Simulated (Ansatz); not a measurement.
# BFH₂OSi: vertical ionisation energy

An exercise on one series of results from a longer session: the logs are not shown, and one member is left open.

The runs use Ansatz 0.2.0, Gaussian basis; unrestricted cation, the program's frozen cores in correlated methods.

Levels to be run: UKS PBE-D4/def2-TZVPP; UKS r2SCAN-D4/def2-TZVPP; UKS PBE0-D4/def2-TZVPP; UKS B3LYP-D4/def2-TZVPP; UKS wB97X-V/def2-TZVPP; UKS wB97M-V/def2-TZVPP; UKS B2PLYP/def2-TZVPP; UHF-CCSD(T)/def2-TZVPP; UHF-MP2/def2-QZVPP; extrapolation to the limit; then −ε(HOMO) from the neutral's earlier runs with LDA (SPW92), PBE-D4, revPBE-D4, BLYP-D4, r2SCAN-D4, B97M-V, PBE0-D4, B3LYP-D4, r2SCANh-D4, r2SCAN0-D4, HSE06-D4, BHLYP-D4, CAM-B3LYP-D4, LC-ωPBE, ωB97X-V, ωB97M-V.

## The geometry

The geometry comes from an earlier relaxation with PBE0-D4 in a triple-zeta def2 set; it is a stationary point.

SMILES `F[SiH]1BO1`, 6 atoms, charge 0, spin multiplicity 1.

Atoms are counted from 1 here; the program's logs count them from 0.

Bond lengths: F1–Si2 1.591 Å, Si2–B3 1.884 Å, Si2–O4 1.720 Å, Si2–H5 1.475 Å, B3–O4 1.354 Å, B3–H6 1.189 Å. Angles: F1–Si2–B3 123.0°, F1–Si2–O4 112.5°, F1–Si2–H5 106.3°, B3–Si2–O4 43.8°, B3–Si2–H5 130.0°, O4–Si2–H5 111.9°, Si2–B3–O4 61.6°, Si2–B3–H6 167.6°, O4–B3–H6 130.7°, Si2–O4–B3 74.6°.

The first run:

in.yaml reads:

```yaml
crystal:
  periodic: [false, false, false]
  atoms:
    - {symbol: F, position_ang: [-1.754496, -0.557205, -0.921735]}
    - {symbol: Si, position_ang: [-0.388169, 0.197663, -0.612296]}
    - {symbol: B, position_ang: [0.467902, 0.125566, 1.064561]}
    - {symbol: O, position_ang: [0.770293, -0.821865, 0.146293]}
    - {symbol: H, position_ang: [0.098223, 0.718322, -1.903740]}
    - {symbol: H, position_ang: [0.848246, 0.273418, 2.180818]}
basis:
  gaussian: {orbitals: def2-TZVPP}
total_charge: 1
magnetization: {spin_polarized: true, initial_magnetization: 1}
hamiltonian: {xc: pbe, dispersion: d4}
```

Command:

```console
ansatz run in.yaml --threads 2 --pin off --events-out ev --progress --plain --max-ram 4352MiB
```

Among the steps run: Cation, UKS PBE-D4/def2-TZVPP; Cation, UKS r2SCAN-D4/def2-TZVPP; Cation, UKS PBE0-D4/def2-TZVPP; Cation, UKS B3LYP-D4/def2-TZVPP; Cation, UKS wB97X-V/def2-TZVPP; Cation, UKS wB97M-V/def2-TZVPP; Cation, UKS B2PLYP (frozen core)/def2-TZVPP; Cation, UHF-CCSD(T)/def2-TZVPP; Cation, UHF-MP2/def2-QZVPP.

One of the session's tables, all rows but one given; the rest of the session is left out.

Orbital estimates, from the neutral's runs:

```
  functional  −ε(HOMO) (eV)
 LDA (SPW92)           6.29
      PBE-D4           6.15
   revPBE-D4           6.10
     BLYP-D4           6.05
   r2SCAN-D4           6.37
      B97M-V           6.43
     PBE0-D4              ?
    B3LYP-D4           7.18
  r2SCANh-D4           6.82
  r2SCAN0-D4           7.51
    HSE06-D4           6.97
    BHLYP-D4           8.51
CAM-B3LYP-D4           8.73
     LC-ωPBE          10.03
     ωB97X-V           9.68
     ωB97M-V           9.51
```

Q: Estimate the row for PBE0-D4 from the others.

**Answer.** −ε(HOMO) (eV): 7.37. In the column «−ε(HOMO) (eV)» it lies between B3LYP-D4 (7.18) and r2SCAN0-D4 (7.51).
